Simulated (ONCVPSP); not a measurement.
# Tc: the cost of one run

The numbers are computed with ONCVPSP 4.0.1 (PBE, scalar-relativistic, spin-unpolarised reference atom).

### 1 Starting point

Typed settings, in words:

| Property | Result |
| --- | --- |
| element | technetium (Tc, Z = 43) |
| type | optimised norm-conserving Vanderbilt (ONCV) |
| frozen core | [Ar] 3d10 |
| valence charge | 15 |
| reference configuration | 4s2 4p6 4d5 5s2 |
| partial waves | 4s+5s: rc 1.70 bohr, ncon 4, nbas 9, qcut 6.4 1/bohr, 2 projectors; 4p: rc 1.25 bohr, ncon 5, nbas 8, qcut 6.8 1/bohr, 3 projectors, debl 3.3 Ha; 4d: rc 2.45 bohr, ncon 3, nbas 8, qcut 6.3 1/bohr, 2 projectors, debl 3 Ha |
| local potential | polynomial inside 0.80 bohr (lpopt 5, dvloc0 3 Ha) |
| core correction | not asked for |

The outer shells as boxes (Hund's rule for the drawing; the calculation is spin-unpolarised):

```
[Ar] core
3d [↑↓][↑↓][↑↓][↑↓][↑↓]
4s [↑↓]
4p [↑↓][↑↓][↑↓]
4d [↑ ][↑ ][↑ ][↑ ][↑ ]
5s [↑↓]
```

An earlier all-electron run gives the scale for the radii.

All-electron outer shells of the reference configuration (PBE, scalar-relativistic, ld1.x):

```tsv
shell	level (eV)	outermost node (bohr)	outermost maximum (bohr)
3d	-249.88	–	0.31
4s	-73.38	0.50	0.95
4p	-45.34	0.51	1.03
4d	-6.66	0.50	1.27
5s	-5.04	1.28	2.72
5p	-1.40	1.45	3.67
```

### 2 The generation run

Tc.dat

```
# ATOM AND REFERENCE CONFIGURATION
# atsym  z   nc   nv     iexc    psfile
  Tc 43.00    6    4        4      upf
#
#   n    l    f
    1    0    2.00
    2    0    2.00
    2    1    6.00
    3    0    2.00
    3    1    6.00
    3    2   10.00
    4    0    2.00
    4    1    6.00
    4    2    5.00
    5    0    2.00
#
# PSEUDOPOTENTIAL AND OPTIMIZATION
# lmax
    2
#
#   l,   rc,      ep,       ncon, nbas, qcut
    0    1.70    0.00    4    9    6.40
    1    1.25    0.00    5    8    6.80
    2    2.45    0.00    3    8    6.30
#
# LOCAL POTENTIAL
# lloc, lpopt,  rc(5),   dvloc0
    4    5    0.80    3.00
#
# VANDERBILT-KLEINMAN-BYLANDER PROJECTORs
# l, nproj, debl
    0    2    3.70
    1    3    3.30
    2    2    3.00
#
# MODEL CORE CHARGE
# icmod, fcfact, rcfact
    0    0.00    0.00
#
# LOG DERIVATIVE ANALYSIS
# epsh1, epsh2, depsh
   -4.00    5.00    0.02
#
# OUTPUT GRID
# rlmax, drl
    6.00    0.01
#
# TEST CONFIGURATIONS
# ncnf
    4
# nvcnf
#   n    l    f
    4
    4    0    2.00
    4    1    6.00
    4    2    5.00
    5    0    1.00
#
    4
    4    0    2.00
    4    1    6.00
    4    2    5.00
    5    0    0.00
#
    4
    4    0    2.00
    4    1    6.00
    4    2    4.00
    5    0    0.00
#
    5
    4    0    2.00
    4    1    6.00
    4    2    5.00
    5    0    0.00
    5    1    2.00
#
```

Started as:

```console
$ oncvpsp.x < Tc.dat > Tc.out
```

**Question.** How long does this run take on 1 thread of AMD EPYC 9R45, shared host?

About 5.2 s.
